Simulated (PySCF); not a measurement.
# C4H5B: the cost of one run

The runs use PySCF 2.14.0, with density-fitted response routines of our own; the level of theory stands in each step. All values are computed, except where a source is named. Atoms count from 0, in the outputs and in this text.

## (1) Starting geometry

10 atoms, charge 0, multiplicity 1; geometry from: GFN2-xTB. The atoms were then displaced at random by about 0.01 Å, so the start is not that level's minimum.

Bonds of the start (Å): B0–C1 1.52, C1–C2 1.23, C2–C3 1.35, C3–C4 1.35, B0–H5 1.18, B0–H6 1.15, C3–H7 1.09, C4–H8 1.10, C4–H9 1.07.

## (2) Relaxing the molecule at PBE0-D3(BJ)/def2-SVP

Job settings and geometry (Å):

```
{"job": {"xc": "PBE0", "basis": "def2-SVP", "d3": "d3bj", "grid": 1, "shake": 0.01, "kind": "geom"}, "charge": 0, "multiplicity": 1}
B      2.725020     0.102560    -0.195960
C      1.210550     0.147380    -0.242180
C     -0.020260     0.158380    -0.278650
C     -1.370940     0.180070    -0.329620
C     -2.197460    -0.365260     0.587940
H      3.289400     1.096840     0.104280
H      3.280230    -0.859670    -0.478930
H     -1.802620     0.680510    -1.201260
H     -1.794090    -0.841650     1.489460
H     -3.269400    -0.320090     0.523870
```

Launch:

```console
> OMP_NUM_THREADS=1 python probes_run.py task.json out
```

The driver reads the jobs from task.json and runs them one after another.

Q: Estimate the wall time and peak memory of this first job on 1 thread of Arm Neoverse N1, shared host.

About 62 s, with a peak of 0.38 GiB.
